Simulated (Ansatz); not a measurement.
# SnH₃F (built from SMILES [F][SnH3]): a reaction path by the nudged elastic band

What path joins these two structures, and how high does it climb? Both ends were relaxed at PBE0-D4 in triple zeta. A second band with other settings follows.

Computed with Ansatz 0.2.0, Gaussian basis. Level: PBE0-D4/def2-SVP.

17 further runs of the same task are left out: 1 that didn't finish, 16 set aside as unsound or not needed.

## (1) Starting geometry

The first end: 5 atoms, charge 0, spin multiplicity 1.

Atoms are counted from 1 here; the program's logs count them from 0.

Bond lengths: Sn1–F2 1.926 Å, Sn1–H3 1.701 Å, Sn1–H4 1.701 Å, Sn1–H5 1.701 Å. Angles: F2–Sn1–H3 104.7°, F2–Sn1–H4 104.7°, F2–Sn1–H5 104.7°, H3–Sn1–H4 113.8°, H3–Sn1–H5 113.8°, H4–Sn1–H5 113.8°.

As a file:

```mol
FH3Sn
  3D, bonds by distance, orders not assigned

  5  4  0  0  0  0  0  0  0  0999 V2000
    0.0265    0.1216   -0.0161 Sn  0  0
   -0.3801   -1.7444    0.2314 F   0  0
    0.5738    0.2359   -1.6223 H   0  0
   -1.4452    0.9262    0.2652 H   0  0
    1.2250    0.4606    1.1419 H   0  0
  1  2  8  0
  1  3  8  0
  1  4  8  0
  1  5  8  0
M  END
```

The second end:

```
atom    x (Å)    y (Å)    z (Å)
 Sn1   0.1987   1.1729   0.0179
  F2  -0.0059  -1.3199  -0.6828
  H3   0.2609  -1.4409  -1.5600
  H4  -1.4142   1.0010   0.7226
  H5   0.9604   0.5869   1.5025
```

## (2) The band at PBE0-D4/def2-SVP

The input, neb/in.yaml:

```yaml
crystal:
  periodic: [false, false, false]
  atoms:
    - {symbol: Sn, position_ang: [0.026496, 0.121560, -0.016112]}
    - {symbol: F, position_ang: [-0.380126, -1.744416, 0.231395]}
    - {symbol: H, position_ang: [0.573824, 0.235889, -1.622288]}
    - {symbol: H, position_ang: [-1.445174, 0.926218, 0.265175]}
    - {symbol: H, position_ang: [1.224981, 0.460649, 1.141931]}
basis:
  gaussian: {orbitals: def2-SVP}
hamiltonian: {xc: pbe0, dispersion: d4}
neb:
  images: 5
  climbing: true
  max_iterations: 40
  initial_path: idpp
  final_atoms:
    - {symbol: Sn, position_ang: [0.198724, 1.172882, 0.017875]}
    - {symbol: F, position_ang: [-0.005925, -1.319920, -0.682832]}
    - {symbol: H, position_ang: [0.260920, -1.440899, -1.560022]}
    - {symbol: H, position_ang: [-1.414154, 1.000972, 0.722627]}
    - {symbol: H, position_ang: [0.960435, 0.586864, 1.502452]}
```

The run is started by

```
> ansatz run in.yaml --threads 2 --pin off --events-out ev --progress --plain --max-ram 4352MiB
```

Standard output, shortened:

```text
Functional definition: PBE0
  name "PBE0"
  cite "Adamo & Barone, J. Chem. Phys. 110, 6158 (1999) doi:10.1063/1.478522"
  cite "Perdew, Burke & Ernzerhof, Phys. Rev. Lett. 77, 3865 (1996) doi:10.1103/PhysRevLett.77.3865"
  parent pbe
[...]
675 factors; integrals over basis functions are off by at most 3.2e-4 eV
[...]
mean field -8592.19930757 eV, -315.7575005514 hartree, gradient 5.7e-6 eV, S^2 0.000000; 0 other end points of the search recorded, 0 dependent functions left out
[...]
reference -8592.19933493 eV, -315.7575015569 hartree; 17, 17 occupied and 38, 38 virtual orbitals, 675 factors
[... from here to the last solve, the lines of the solves are left out (70 solves) ...]
WARN: NEB end point (image 0): max|allowed force component| = 4.752e-1 eV/Å (the criterion of neb.relax_end_points is 1.000e-2). That is over neb.f_tol: it is no minimum, so the barrier can be far off. Relax it first
WARN: NEB end point (image 6): max|allowed force component| = 1.888e-1 eV/Å (the criterion of neb.relax_end_points is 1.000e-2). That is over neb.f_tol: it is no minimum, so the barrier can be far off. Relax it first
NEB iter   1: max|band force component| = 5.543e0 eV/Å  barrier→ = 3.6015 eV  barrier← = 2.6848 eV  Δτ_max = 0.1996 Å  (167 SCF iters)
[...]
NEB iter   3: max|band force component| = 1.786e1 eV/Å  barrier→ = 2.5757 eV  barrier← = 1.6589 eV  Δτ_max = 0.1076 Å  (142 SCF iters)
[...]
NEB iter   5: max|band force component| = 3.792e0 eV/Å  barrier→ = 2.0525 eV  barrier← = 1.1358 eV  Δτ_max = 0.0712 Å  (138 SCF iters)
[...]
NEB iter   7: max|band force component| = 5.823e-1 eV/Å  barrier→ = 2.0322 eV  barrier← = 1.1155 eV  CI = image 3  Δτ_max = 0.0644 Å  (110 SCF iters)
NEB iter   8: max|band force component| = 1.429e-1 eV/Å  barrier→ = 2.0688 eV  barrier← = 1.1521 eV  CI = image 3  Δτ_max = 0.0116 Å  (138 SCF iters)
[...]
NEB iter   9: max|band force component| = 2.222e-2 eV/Å  barrier→ = 2.0687 eV  barrier← = 1.1520 eV  CI = image 3  Δτ_max = 0.0000 Å  (679 SCF iters)
Total energy: -8590.17808998 eV, -315.6832221749 hartree
Atom 0 at     0.094783     0.531258    -0.006501 Å, force     0.001675    -0.001844    -0.006122 eV/Å
Atom 1 at    -0.082761    -1.542735    -0.567179 Å, force    -0.000447    -0.005654    -0.001621 eV/Å
Atom 2 at     0.366523    -0.526385    -1.395734 Å, force    -0.000677     0.004772     0.004605 eV/Å
Atom 3 at    -1.469227     0.992061     0.564472 Å, force    -0.003789     0.001981     0.000416 eV/Å
Atom 4 at     1.090683     0.545701     1.405042 Å, force     0.003237     0.000745     0.002721 eV/Å
Dipole moment:     0.076786     0.497741     0.030480 e Å
```

Wall time 60 s (2 threads of Arm Neoverse V1, shared host).

The last band:

```csv
image,path (Å),energy (kJ/mol),F2–H3 (Å),Sn1–F2 (Å),Sn1–H3 (Å)
0,0.00,0.0,2.88,1.93,1.70
1,0.46,25.4,2.45,1.95,1.69
2,0.92,115.2,1.91,2.00,1.69
3,1.38,199.6,1.39,2.16,1.77
4,1.79,121.7,0.99,2.35,2.06
5,2.20,91.8,0.93,2.50,2.54
6,2.61,88.5,0.92,2.60,3.05
```

The highest image, 3:

```xyz
5
FH3Sn
Sn    0.0948    0.5313   -0.0065
F    -0.0828   -1.5427   -0.5672
H     0.3665   -0.5264   -1.3957
H    -1.4692    0.9921    0.5645
H     1.0907    0.5457    1.4050
```

## (3) The band at revPBE-D4/def2-SVPD, other settings

Changes to neb/in.yaml since step 2:

```diff
@@ -9,9 +9,10 @@
 basis:
-  gaussian: {orbitals: def2-SVP}
-hamiltonian: {xc: pbe0, dispersion: d4}
+  gaussian: {orbitals: def2-SVPD}
+hamiltonian: {xc: {name: revPBE}, dispersion: d4}
 neb:
-  images: 5
+  images: 4
   climbing: true
-  max_iterations: 40
+  max_iterations: 25
   initial_path: idpp
+  spring: 2.5
   final_atoms:
```

The run is started by

```
> ansatz run in.yaml --threads 2 --pin off --events-out ev --progress --plain --max-ram 4352MiB
```

Standard output, shortened:

```text
Functional definition: revPBE
  name "revPBE"
  cite "Zhang & Yang, Phys. Rev. Lett. 80, 890 (1998) doi:10.1103/PhysRevLett.80.890"
[... 1 set-up line as earlier in the session ...]
[...]
730 factors; their error is unknown
[...]
mean field -8595.47798574 eV, -315.8779897518 hartree, gradient 1.3e-5 eV, S^2 0.000000; 0 other end points of the search recorded, 0 dependent functions left out
[...]
reference -8595.47803477 eV, -315.8779915537 hartree; 17, 17 occupied and 62, 62 virtual orbitals, 730 factors
[... from here to the last solve, the lines of the solves are left out (65 solves) ...]
WARN: NEB end point (image 0): max|allowed force component| = 1.520e0 eV/Å (the criterion of neb.relax_end_points is 1.000e-2). That is over neb.f_tol: it is no minimum, so the barrier can be far off. Relax it first
WARN: NEB end point (image 5): max|allowed force component| = 6.420e-1 eV/Å (the criterion of neb.relax_end_points is 1.000e-2). That is over neb.f_tol: it is no minimum, so the barrier can be far off. Relax it first
[...]
NEB iter   5: max|band force component| = 7.872e-1 eV/Å  barrier→ = 1.5070 eV  barrier← = 0.6611 eV  Δτ_max = 0.0563 Å  (120 SCF iters)
[...]
NEB iter   7: max|band force component| = 7.228e-1 eV/Å  barrier→ = 1.6714 eV  barrier← = 0.8255 eV  CI = image 3  Δτ_max = 0.1149 Å  (111 SCF iters)
[...]
NEB iter   9: max|band force component| = 1.274e-1 eV/Å  barrier→ = 1.7178 eV  barrier← = 0.8719 eV  CI = image 3  Δτ_max = 0.0105 Å  (114 SCF iters)
[...]
NEB iter  10: max|band force component| = 2.783e-2 eV/Å  barrier→ = 1.7171 eV  barrier← = 0.8712 eV  CI = image 3  Δτ_max = 0.0000 Å  (686 SCF iters)
Total energy: -8593.92871943 eV, -315.8210552651 hartree
Atom 0 at     0.098294     0.564529     0.000478 Å, force    -0.005740    -0.005017     0.014817 eV/Å
Atom 1 at    -0.068257    -1.593488    -0.638312 Å, force    -0.002721     0.005982     0.011464 eV/Å
Atom 2 at     0.373638    -0.509248    -1.408288 Å, force     0.008650    -0.004774    -0.028877 eV/Å
Atom 3 at    -1.487510     0.993241     0.600945 Å, force    -0.010009     0.003633    -0.001957 eV/Å
Atom 4 at     1.083836     0.544866     1.445278 Å, force     0.009820     0.000176     0.004554 eV/Å
Dipole moment:     0.080579     0.577046     0.061040 e Å
```

Wall time 50 s (2 threads of Arm Neoverse V1, shared host).

The last band:

| image | path (Å) | energy (kJ/mol) | F2–H3 (Å) | Sn1–F2 (Å) | Sn1–H3 (Å) |
| --- | --- | --- | --- | --- | --- |
| 0 | 0.00 | 0.0 | 2.88 | 1.93 | 1.70 |
| 1 | 0.47 | 16.3 | 2.48 | 2.00 | 1.71 |
| 2 | 0.95 | 94.6 | 1.93 | 2.08 | 1.70 |
| 3 | 1.42 | 165.7 | 1.40 | 2.26 | 1.79 |
| 4 | 2.04 | 89.3 | 0.96 | 2.61 | 2.36 |
| 5 | 2.65 | 81.6 | 0.92 | 2.60 | 3.05 |

The highest image, 3:

```xyz
5
FH3Sn
Sn    0.0983    0.5645    0.0005
F    -0.0683   -1.5935   -0.6383
H     0.3736   -0.5092   -1.4083
H    -1.4875    0.9932    0.6009
H     1.0838    0.5449    1.4453
```

## (4) What came out

| quantity | value |
| --- | --- |
| PBE0-D4/def2-SVP, 9 iterations | highest 199.6 kJ/mol (image 3), last end +88.5 kJ/mol |
| revPBE-D4/def2-SVPD, 10 iterations | highest 165.7 kJ/mol (image 3), last end +81.6 kJ/mol |
| from earlier runs: barrier over the separately found saddle, CCSD(T)/def2-TZVPP | 227.2 kJ/mol |

What this shows: The highest image lies 199.6 kJ/mol above the first end, and it climbed, so it estimates the saddle. The ends are not quite minima at this level (largest force component 0.48 eV/Å), so the heights are unreliable: relaxing the first end would lower it and raise the barrier above it. The highest image is 27.6 kJ/mol below the CCSD(T) barrier in triple zeta, which comes from separate runs on the saddle. The second band's highest image lies at 165.7 kJ/mol; the levels differ.
